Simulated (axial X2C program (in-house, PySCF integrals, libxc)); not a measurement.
# BrC⁺: bond curves with and without spin–orbit coupling

Aim: find the lowest determinant of BrC⁺, scan the bond at several levels and fit the constants, once spin-free and once with spin–orbit coupling.

Computed with an in-house X2C program for linear molecules on PySCF integrals. Level: all-electron X2C, Br dyall-cv3z, C dyall-v3z.

All values are calculated.

## 1. Input

File task.json:

```json
{"zs": [35, 6], "q": 1, "bas": ["dyall-cv3z", "dyall-v3z"], "levels": ["PBE0", "HF", "PBE"], "cc": true, "r0": 1.89, "thr": -2.0, "nmax": 90, "npts": 10, "nst": 2, "ntry": 6}
```

Keys: zs atomic numbers; q charge; bas basis sets; levels methods (HF also brings MP2); cc coupled cluster on or off; r0 starting distance in Å; thr threshold in hartree for freezing inner shells (an s shell follows its p shell); nmax most natural virtual spinors; npts points asked for on the curve; nst determinants followed; ntry starts of the search.

Command:

```
$ python so2c.py task.json out
```

Spin-free means the one-electron spin-free X2C Hamiltonian; two-component (2c) means X2C with spin–orbit coupling and atomic mean-field two-electron Coulomb and Gaunt terms. Basis: Br dyall-cv3z contracted to [8s9p6d4f1g], C dyall-v3z contracted to [7s6p2d1f]; Gaussian nuclei, density fitting. Masses: Br 78.918 u, C 12.000 u.

Notation: σ, π±, δ± give the projection m of an orbital's angular momentum (0, ±1, ±2), α and β its spin, Λ and M_S the sums; ω is the projection of a spinor's total angular momentum and Ω the sum. Logs are in hartree.

After this run come: PBE0, spin-free; HF, spin-free; PBE, spin-free; Correlated methods, spin-free; PBE0, 2c; HF, 2c; PBE, 2c; MP2 and beyond, 2c.

Before running it: what results should come out? Wanted: for each run, Hamiltonian; Re; ωe; De; μ.

The runs gave:

Lowest determinant that the search found at its distance, spin-free: M_S = 0, Λ = 0 (closed shell).

Lowest determinant that the search found at its distance, 2c: Ω = 0 (closed shell).

```csv
Hamiltonian,level,Re (Å),ωe (cm⁻¹),De (eV),μ (D)
spin-free,PBE0,1.691,993,6.34,0.35
spin-free,HF,1.675,1042,3.55,0.72
spin-free,MP2,1.683,1037,6.19,n/a
spin-free,CCSD,1.691,1003,5.66,n/a
spin-free,CCSD(T),1.704,966,6.04,n/a
spin-free,PBE,1.714,932,6.96,0.35
2c,PBE0,1.692,991,6.24,0.35
2c,HF,1.676,1040,3.42,0.72
2c,MP2,1.684,1035,6.06,n/a
2c,CCSD,1.692,1001,5.52,n/a
2c,CCSD(T),1.704,962,5.90,n/a
2c,PBE,1.715,930,6.86,0.34
```

Dipoles are positive if C is the positive end and refer to the centre of mass.

In words: At CCSD(T), going from spin-free to two-component changes Re by 0 mÅ, ωe by -0.4 %, which is small (part of it comes from the scalar share of the two-electron terms). De moves by -0.14 eV; both De rest on single-determinant atoms, which can miss part of an open shell's spin–orbit lowering.

De refers to Br + C+; at HF, spin-free, to Br+ + C; at HF, two-component, to Br+ + C, each in the lowest determinant found, which need not be this curve's own limit. The state is a single determinant with fixed occupations, the lowest that a limited PBE0 search found. The closed shell is kept restricted; where the fragments are open shells, the energy then runs too high at long range. Dissociation energies refer to the lowest single-determinant-based atoms at the same level and basis. CCSD and (T) use frozen natural virtuals with an MP2 correction for the truncation. T1 at Re is 0.034 (Lee–Taylor), above the customary mark of 0.02.
